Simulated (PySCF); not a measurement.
**C4H8Ge (SMILES C=C1C[CH]1[GeH3]) at 3 levels**

Wanted: a comparison of 3 runs (HF/STO-3G, B3LYP/cc-pVDZ, PBE0/def2-SVP) of C4H8Ge. The job is set up through a Python script.

Program for the calculation: PySCF 2.14.0.

### Step 1. The molecule

C4H8Ge has 13 atoms, charge 0, and is taken as a singlet. As SMILES, `C=C1C[CH]1[GeH3]`. Geometry: a GFN2-xTB relaxation, a rough one for these elements and not checked as a minimum.

Bond lengths: C1–C2 1.308 Å, C2–C3 1.459 Å, C2–C4 1.463 Å, C3–C4 1.526 Å, C4–Ge5 1.953 Å, C1–H6 1.078 Å, C1–H7 1.078 Å, C3–H8 1.082 Å, C3–H9 1.083 Å, C4–H10 1.086 Å, Ge5–H11 1.497 Å, Ge5–H12 1.496 Å, Ge5–H13 1.494 Å. Some angles: C1–C2–C3 148.5°, C1–C2–C4 148.5°, C3–C2–C4 63.0°, C2–C3–C4 58.7°, C2–C4–C3 58.4°, C2–C4–Ge5 120.1°, C3–C4–Ge5 119.2°, C2–C1–H6 121.6°, C2–C1–H7 121.6°, C2–C3–H8 119.0°.

### Step 2. Energy and forces at HF/STO-3G (run 1)

run.py

```python
from pyscf import gto

system = gto.M(
    atom=[
    ('C', (-0.340740, 1.925800, 0.959640)),
    ('C', (-0.573420, 0.782780, 0.367390)),
    ('C', (-1.325390, -0.466580, 0.325660)),
    ('C', (-0.257820, -0.147940, -0.716980)),
    ('Ge', (1.422980, -1.141670, -0.695000)),
    ('H', (0.400420, 2.614540, 0.587230)),
    ('H', (-0.887560, 2.228080, 1.838500)),
    ('H', (-2.365220, -0.443600, 0.028090)),
    ('H', (-1.104140, -1.224650, 1.066830)),
    ('H', (-0.617950, 0.123560, -1.704610)),
    ('H', (1.310930, -2.420910, -1.464230)),
    ('H', (2.537790, -0.351350, -1.303070)),
    ('H', (1.800120, -1.478060, 0.710530)),
],
    basis='sto-3g',
    max_memory=1860,
    verbose=4,
)

mf = system.RHF()
mf.conv_tol = 1e-10
mf.kernel()
if not mf.converged:
    mf = mf.newton().run(mf.mo_coeff, mf.mo_occ)

e_tot = mf.e_tot
print('E(%s) = %.9f' % ('HF', e_tot))
grad = mf.nuc_grad_method().kernel()
dip = mf.dip_moment()
pop, q = mf.mulliken_pop()
```

On the command line:

```console
$ OMP_NUM_THREADS=1 python run.py
```

Standard output:

```text
PySCF version 2.14.0

[... 67 lines left out ...]
converged SCF energy = -2205.9604237698
[... 12 lines left out ...]
Dipole moment(X, Y, Z, Debye):  0.01044, -0.28953, -0.27194
[... 60 lines left out ...]
charge of   12H =     -0.13082
```

Wall time 4.2 s (1 thread of Intel Xeon at 2.70GHz, shared host); peak memory 0.12 GiB.

### Step 3. Energy and forces at B3LYP/cc-pVDZ (run 2)

job.py

```python
# C=C1C[CH]1[GeH3]
import pyscf.grad
from pyscf import gto, dft

mol = gto.M(
    atom='''
C   -0.340740   1.925800   0.959640
C   -0.573420   0.782780   0.367390
C   -1.325390  -0.466580   0.325660
C   -0.257820  -0.147940  -0.716980
Ge   1.422980  -1.141670  -0.695000
H    0.400420   2.614540   0.587230
H   -0.887560   2.228080   1.838500
H   -2.365220  -0.443600   0.028090
H   -1.104140  -1.224650   1.066830
H   -0.617950   0.123560  -1.704610
H    1.310930  -2.420910  -1.464230
H    2.537790  -0.351350  -1.303070
H    1.800120  -1.478060   0.710530
''',
    basis='cc-pvdz',
    max_memory=1860,
    verbose=4,
    spin=0,
)

mf = dft.RKS(mol)
mf.xc = 'b3lyp'
mf.conv_tol = 1e-10
mf.grids.level = 5
mf.kernel()
if not mf.converged:
    mf = mf.newton().run(mf.mo_coeff, mf.mo_occ)

energy = mf.e_tot
print(f'total energy: {energy:.8f} hartree')
grad = mf.Gradients().kernel()
dip = mf.dip_moment()
pop, q = mf.mulliken_pop()
```

On the command line:

```console
$ OMP_NUM_THREADS=1 python job.py
```

Standard output:

```text
PySCF version 2.14.0

[... 83 lines left out ...]
converged SCF energy = -2234.17681441811
total energy: -2234.17681442 hartree
[... 12 lines left out ...]
Dipole moment(X, Y, Z, Debye): -0.58050, -0.00548, -0.16139
[... 137 lines left out ...]
charge of   12H =     -0.06996
```

It took 78 s on 1 thread of Intel Xeon at 2.70GHz, shared host; peak memory 1.3 GiB.

### Step 4. Energy and forces at PBE0/def2-SVP (run 3)

calc.py

```python
import pyscf.grad
from pyscf import gto, dft

mol = gto.M(
    atom=[
    ('C', (-0.340740, 1.925800, 0.959640)),
    ('C', (-0.573420, 0.782780, 0.367390)),
    ('C', (-1.325390, -0.466580, 0.325660)),
    ('C', (-0.257820, -0.147940, -0.716980)),
    ('Ge', (1.422980, -1.141670, -0.695000)),
    ('H', (0.400420, 2.614540, 0.587230)),
    ('H', (-0.887560, 2.228080, 1.838500)),
    ('H', (-2.365220, -0.443600, 0.028090)),
    ('H', (-1.104140, -1.224650, 1.066830)),
    ('H', (-0.617950, 0.123560, -1.704610)),
    ('H', (1.310930, -2.420910, -1.464230)),
    ('H', (2.537790, -0.351350, -1.303070)),
    ('H', (1.800120, -1.478060, 0.710530)),
],
    basis='def2-svp',
    max_memory=1860,
    verbose=4,
)

calc0 = dft.RKS(mol, xc='pbe0')
calc0.conv_tol = 1e-10
calc0.grids.level = 5
calc0.kernel()
if not calc0.converged:
    calc0 = calc0.newton().run(calc0.mo_coeff, calc0.mo_occ)

energy = calc0.e_tot
print('E = %.10f Eh' % energy)
grad = calc0.Gradients().kernel()
calc0.analyze()
```

On the command line:

```console
$ OMP_NUM_THREADS=1 python calc.py
```

Standard output:

```text
PySCF version 2.14.0

[... 115 lines left out ...]
MO #13  energy= -4.42937460304679  occ= 2
[... 22 lines left out ...]
MO #36  energy= 0.0756291211675837 occ= 0
[... 22 lines left out ...]
MO #59  energy= 0.560590976303909  occ= 0
[... 22 lines left out ...]
MO #82  energy= 1.37849826719306   occ= 0
[... 22 lines left out ...]
MO #105 energy= 2.0614078667405    occ= 0
[... 22 lines left out ...]
MO #128 energy= 3.35672335941031   occ= 0
[... 144 lines left out ...]
Dipole moment(X, Y, Z, Debye): -0.56112,  0.01012, -0.13001
```

Run time: 70 s. Hardware: 1 thread of Intel Xeon at 2.70GHz, shared host; peak memory 1.4 GiB.

### Step 5. The series

| run | level | integration grid | energy (Eh) | dipole moment (D) | HOMO energy (eV) | LUMO energy (eV) | wall time |
| --- | --- | --- | --- | --- | --- | --- | --- |
| 1 | HF/STO-3G | – | -2205.960424 | 0.40 | -8.20 | 8.42 | 4.2 s |
| 2 | B3LYP/cc-pVDZ | 5 | -2234.176814 | 0.60 | -7.03 | 0.01 | 78 s |
| 3 | PBE0/def2-SVP | 5 | -2233.331877 | 0.58 | -7.36 | 0.14 | 70 s |

### Step 6. Summary of results

| quantity | value |
| --- | --- |
| run 3: total energy | -2233.33188 Eh |
| run 3: dipole moment | 0.58 D |
| run 3: HOMO energy | -7.36 eV |
| run 3: LUMO energy | 0.14 eV |
| run 3: HOMO–LUMO gap | 7.50 eV |
| run 3: largest force on an atom | 0.994 eV/Å |

The dipole moment (its size) runs from 0.40 D (HF/STO-3G) to 0.60 D (B3LYP/cc-pVDZ). The two ends differ in method and basis. The HOMO–LUMO gap runs from 7.03 eV (B3LYP/cc-pVDZ) to 16.62 eV (HF/STO-3G). Totals of different functionals can't be ranked against each other. In run 1 the basis is minimal, so the values are rough. All runs together took 2.5 min, the longest 78 s.
